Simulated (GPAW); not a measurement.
The system is CaB2.

```
Ca B
1.0
     3.22643    0.00000    0.00000
    -1.61322    2.79417    0.00000
     0.00000    0.00000    4.06739
Ca B
1 2
Cartesian
  0.0000 0.0000 0.0000
  1.6132 0.9314 2.0337
  0.0000 1.8628 2.0337
```

The cell comes from a database or a generator and needn't be the stable form of this composition.

* Program: GPAW 26.7.0
* Task: single point
* Functional: PBE
* Potentials or basis: GPAW PAW data sets (gpaw-data 1.2.1)
* Cutoff: 800 eV
* Basis: pw
* k mesh: 9 × 9 × 7
* Occupations: fermi-dirac, width 0.05 eV
* Spin: no spin polarisation

On this cell: pressure -0.1 GPa; largest force under 0.003 eV/Å; band gap on the k mesh none (metal or under the smearing width).

The same run follows on a disturbed copy (atoms moved at random, drawn with an rms of 0.05 Å):

```xyz
3
Lattice="3.2264 0.0000 0.0000 -1.6132 2.7942 0.0000 0.0000 0.0000 4.0674" Properties=species:S:1:pos:R:3 pbc="T T T"
Ca   -0.0071   -0.0009   -0.0016
B     1.6242    0.9237    2.0263
B     0.0261    1.8827    2.0656
```

Q: What does the disturbed cell give?

A: The energy (extrapolated to zero smearing) moves by +3.2 meV/atom; pressure 0.0 GPa; largest force 0.393 eV/Å; band gap on the k mesh none (metal or under the smearing width).

Forces on the atoms (eV/Å):
```
Ca   0.105  0.029  0.101
B   -0.014  0.034  0.276
B   -0.091 -0.063 -0.377
```

Stress tensor (GPa, compression positive):
```
 0.14  0.33  0.05
 0.33 -0.71  0.04
 0.05  0.04  0.57
```
